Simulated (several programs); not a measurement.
## Many methods on one cell: GaBSb2 (ordering on zincblende)

An ordered 4-atom cell of GaBSb2 on the zincblende lattice (P-4m2), relaxed with r2SCAN in Ansatz, was computed with several methods. The symmetry is P-4m2 (No. 115, tetragonal); a = 3.994 Å, c = 5.800 Å in the conventional setting, 23.13 Å³ an atom. B has 4 Sb at 2.36 Å; Sb has 2 B at 2.36 Å and 2 Ga at 2.58 Å; Ga has 4 Sb at 2.58 Å. Simulation only: spin-unpolarised, and no claim that this is the phase found in nature.

```cif
data_structure
_symmetry_space_group_name_H-M 'P-4m2'
_symmetry_Int_Tables_number 115
_cell_length_a 3.9942
_cell_length_b 3.9942
_cell_length_c 5.8004
_cell_angle_alpha 90.000
_cell_angle_beta 90.000
_cell_angle_gamma 90.000
_cell_volume 92.54
loop_
_atom_site_label
_atom_site_type_symbol
_atom_site_symmetry_multiplicity
_atom_site_Wyckoff_symbol
_atom_site_fract_x
_atom_site_fract_y
_atom_site_fract_z
_atom_site_occupancy
B1 B 1 a 0.00000 0.00000 0.00000 1
Sb1 Sb 2 g 0.00000 0.50000 0.21729 1
Ga1 Ga 1 c 0.50000 0.50000 0.50000 1
```

Gaps and times are for a single point on this cell; volume and bulk modulus come from each method's own relaxation or energy curve at fixed shape, which is too stiff where a cell has free coordinates or axes. Times are rough, from shared hosts (Arm Neoverse V2), and each method has its own mesh and cell size. A double dagger marks a value from a curve with shape and coordinates held. PM6 (MOPAC), PM7 (MOPAC), GFN1-xTB (tblite), GFN2-xTB (tblite) treat a cluster of cells at its zone centre, which samples few k points: where these miss a band edge, the gap comes out too large for that reason alone. Gaps from k meshes are read at a limited set of points (mesh, symmetry points, PBE's band edges), so each method's own least gap may be somewhat smaller. xTB and the PM methods were fitted mostly to molecules, and can miss a solid's gap by electronvolts. Minimal bases can be far off for gaps. Times of the plane-wave ladder aren't listed, since it ran on unlike processors and cards. d marks a direct gap, i an indirect one (no mark: not told apart), a dash a value that wasn't computed or didn't pass its checks.

```json
{"method": "light PBE (260 eV and a coarse mesh)", "kind": "light plane-wave", "gap (eV)": "overlap 0.14", "own volume (Å³/atom)": "–", "bulk modulus (GPa)": "–", "atoms computed": "4", "processor time": "1.4 s"}
{"method": "GFN1-xTB (tblite)", "kind": "tight binding", "gap (eV)": "0", "own volume (Å³/atom)": "23.17‡", "bulk modulus (GPa)": "83‡", "atoms computed": "cluster", "processor time": "4.8 s"}
{"method": "PBE/SZV (CP2K)", "kind": "small basis", "gap (eV)": "1.27 d", "own volume (Å³/atom)": "24.13‡", "bulk modulus (GPa)": "72‡", "atoms computed": "4", "processor time": "6.4 s"}
{"method": "PBE", "kind": "semilocal", "gap (eV)": "overlap 0.17", "own volume (Å³/atom)": "23.70", "bulk modulus (GPa)": "64‡", "atoms computed": "4", "processor time": "–"}
{"method": "PBE/single zeta (GPAW)", "kind": "small basis", "gap (eV)": "0.45 i", "own volume (Å³/atom)": "–", "bulk modulus (GPa)": "–", "atoms computed": "4", "processor time": "9.1 s"}
{"method": "PM6 (MOPAC)", "kind": "semi-empirical", "gap (eV)": "5.07", "own volume (Å³/atom)": "–", "bulk modulus (GPa)": "–", "atoms computed": "cluster", "processor time": "12 s"}
{"method": "GFN2-xTB (tblite)", "kind": "tight binding", "gap (eV)": "1.84", "own volume (Å³/atom)": "–", "bulk modulus (GPa)": "–", "atoms computed": "cluster", "processor time": "12 s"}
{"method": "PM7 (MOPAC)", "kind": "semi-empirical", "gap (eV)": "4.08", "own volume (Å³/atom)": "–", "bulk modulus (GPa)": "–", "atoms computed": "cluster", "processor time": "18 s"}
{"method": "r2SCAN", "kind": "semilocal", "gap (eV)": "0.01", "own volume (Å³/atom)": "23.13", "bulk modulus (GPa)": "72‡", "atoms computed": "4", "processor time": "–"}
{"method": "PBE/DZVP (CP2K)", "kind": "small basis", "gap (eV)": "overlap 0.20", "own volume (Å³/atom)": "24.05‡", "bulk modulus (GPa)": "63‡", "atoms computed": "4", "processor time": "19 s"}
{"method": "PBE+SOC", "kind": "semilocal", "gap (eV)": "overlap 0.15", "own volume (Å³/atom)": "–", "bulk modulus (GPa)": "–", "atoms computed": "4", "processor time": "–"}
{"method": "HSE06", "kind": "hybrid", "gap (eV)": "0.35 i", "own volume (Å³/atom)": "–", "bulk modulus (GPa)": "–", "atoms computed": "4", "processor time": "–"}
```

Against HSE06 (0.35 eV) and with closed or daggered gaps left aside, the nearest gap at the points sampled is that of PBE/single zeta (GPAW) (+0.10 eV) and the farthest that of PM6 (MOPAC) (+4.72 eV). HSE06 is only a yardstick of convenience, and nearness to it can be luck.

Volumes against r2SCAN's: PBE +2.4 %.

With PBE and r2SCAN the bands overlap or touch, or nearly. Semilocal functionals can close a real gap, so this doesn't show a metal; small gaps of other methods may in turn close between the points read or with spin-orbit coupling, and the solid may be a semimetal.

Only the rows marked +SOC include spin-orbit coupling.
